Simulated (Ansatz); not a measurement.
**C3H7NSi: one species, many methods**

One table from this session's results is given with a row withheld; the runs are named, their logs left out.

Method: functionals in def2-TZVPP, the program's frozen cores in correlated methods; program: Ansatz 0.2.0, Gaussian basis.

Levels to be run: PBE-D4, r2SCAN-D4, PBE0-D4, B3LYP-D4, ωB97X-V, ωB97M-V, B2PLYP; CCSD(T)/def2-TZVPP; MP2/def2-QZVPP; extrapolation to the limit.

## The relaxed structure

All runs share one geometry, relaxed beforehand with PBE0-D4 in a triple-zeta def2 set.

SMILES `C#C[SiH2]CN`, 12 atoms, charge 0, spin multiplicity 1.

Atoms are counted from 1 here; the program's logs count them from 0.

Bond lengths: C1–C2 1.207 Å, C1–H6 1.066 Å, C2–Si3 1.831 Å, Si3–C4 1.879 Å, Si3–H7 1.483 Å, Si3–H8 1.486 Å, C4–N5 1.456 Å, C4–H9 1.096 Å, C4–H10 1.102 Å, N5–H11 1.012 Å, N5–H12 1.012 Å. Angles: C2–C1–H6 179.4°, C1–C2–Si3 177.9°, C2–Si3–C4 108.1°, C2–Si3–H7 108.4°, C2–Si3–H8 108.5°, C4–Si3–H7 111.5°, C4–Si3–H8 110.5°, H7–Si3–H8 109.7°, Si3–C4–N5 109.9°, Si3–C4–H9 106.8°, Si3–C4–H10 108.9°, N5–C4–H9 109.2°, N5–C4–H10 115.2°, H9–C4–H10 106.5°, C4–N5–H11 110.7°, C4–N5–H12 111.3°, H11–N5–H12 107.4°.

Coordinates:

```xyz
12

C    -2.1301    0.9400    1.4298
C    -1.2399    0.1676    1.1709
Si    0.1259   -0.9669    0.7240
C     0.7706   -0.4666   -0.9683
N     1.1562    0.9372   -0.9579
H    -2.9186    1.6167    1.6686
H     1.1808   -0.8618    1.7612
H    -0.4052   -2.3548    0.6882
H     1.6560   -1.0819   -1.1652
H     0.0235   -0.7419   -1.7300
H     0.3656    1.5239   -0.7217
H     1.4921    1.2334   -1.8653
```

Set-up of the first run:

in.yaml reads:

```yaml
crystal:
  periodic: [false, false, false]
  atoms:
    - {symbol: C, position_ang: [-2.130108, 0.940032, 1.429841]}
    - {symbol: C, position_ang: [-1.239905, 0.167613, 1.170897]}
    - {symbol: Si, position_ang: [0.125864, -0.966928, 0.723986]}
    - {symbol: C, position_ang: [0.770569, -0.466644, -0.968347]}
    - {symbol: N, position_ang: [1.156204, 0.937232, -0.957917]}
    - {symbol: H, position_ang: [-2.918553, 1.616704, 1.668564]}
    - {symbol: H, position_ang: [1.180819, -0.861824, 1.761210]}
    - {symbol: H, position_ang: [-0.405176, -2.354780, 0.688196]}
    - {symbol: H, position_ang: [1.656009, -1.081893, -1.165233]}
    - {symbol: H, position_ang: [0.023480, -0.741948, -1.730027]}
    - {symbol: H, position_ang: [0.365590, 1.523947, -0.721724]}
    - {symbol: H, position_ang: [1.492108, 1.233390, -1.865347]}
basis:
  gaussian: {orbitals: def2-TZVPP}
hamiltonian: {xc: pbe, dispersion: d4}
output: {forces: true, orbitals: {seedname: orbitals}}
```

On the command line:

```sh
> ansatz run in.yaml --threads 4 --pin off --events-out ev --progress --plain --max-ram 10444MiB
```

Among the steps run: PBE-D4 (GGA); r2SCAN-D4 (meta-GGA); PBE0-D4 (hybrid); B3LYP-D4 (hybrid); ωB97X-V (range-separated); ωB97M-V (range-separated); B2PLYP (double hybrid); CCSD(T) in def2-TZVPP; MP2 in def2-QZVPP.

One of the session's tables, all rows but one given; the rest of the session is left out.

```
            method  atomisation energy (kJ/mol)
            PBE-D4                       4649.6
         r2SCAN-D4                       4549.5
           PBE0-D4                       4565.8
          B3LYP-D4                       4567.2
           ωB97X-V                       4566.0
           ωB97M-V                       4572.8
            B2PLYP                       4518.5
     HF/def2-TZVPP                            ?
    MP2/def2-TZVPP                       4499.9
   CCSD/def2-TZVPP                       4360.0
CCSD(T)/def2-TZVPP                       4431.6
           MP2/CBS                       4625.1
       CCSD(T)/CBS                       4556.9
```

Q: Estimate the row for HF/def2-TZVPP from the others.

**Answer.** atomisation energy (kJ/mol): 3282.8. In the column «atomisation energy (kJ/mol)» it is the lowest.

Caveats from the session: Free atoms (3 C, 1 Si, 1 N, 7 H) were run apart at each level; the atomisation energy is their sum less the molecule, without zero-point or spin-orbit terms.
